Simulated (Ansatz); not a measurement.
# CoCl+ (sextet): from Hartree-Fock to the top rungs, def2-QZVPP

An exercise on one series of results from a longer session: the logs are not shown, and one member is left open.

Method: def2-QZVPP, core rule «outside noble gas», up to 14 orbitals frozen; program: Ansatz 0.2.0, Gaussian basis.

Plan: UHF; ROHF; CCSD(T) on UHF.

### What is computed

The geometry is a PBE0/def2-TZVP stationary point (not a proven minimum) of the parent state, kept for this charge and spin.

2 atoms, charge 1, spin multiplicity 6.

Atoms are counted from 1 here; the program's logs count them from 0.

Bond lengths: Co1–Cl2 2.173 Å.

The first run:

Contents of in.yaml:

```yaml
crystal:
  periodic: [false, false, false]
  atoms:
    - {symbol: Co, position_ang: [0.000000, 0.000000, 0.000000]}
    - {symbol: Cl, position_ang: [0.000000, 0.000000, 2.172600]}
basis:
  gaussian: {orbitals: "def2-QZVPP.json"}
total_charge: 1
magnetization: {spin_polarized: true, initial_magnetization: 5}
hamiltonian: {xc: hf}
output: {orbitals: {seedname: orbitals}}
```

On the command line:

```
$ ansatz run in.yaml --threads 1 --pin off --events-out ev --progress --plain --max-ram 2560MiB --backend cpu
```

Among the steps run: UHF; ROHF; CCSD(T) on UHF.

One of the session's tables, all rows but one given; the rest of the session is left out.

```
  method  from UCCSD(T) (kJ/mol)
    ROHF                 +1213.9
     UHF                       ?
    UMP2                  +100.5
   UCCSD                   +45.0
UCCSD(T)                       0
```

Q: Estimate the row for UHF from the others.

As computed: from UCCSD(T) (kJ/mol): +1177.9. In the column «from UCCSD(T) (kJ/mol)» it lies between UMP2 (+100.5) and ROHF (+1213.9).
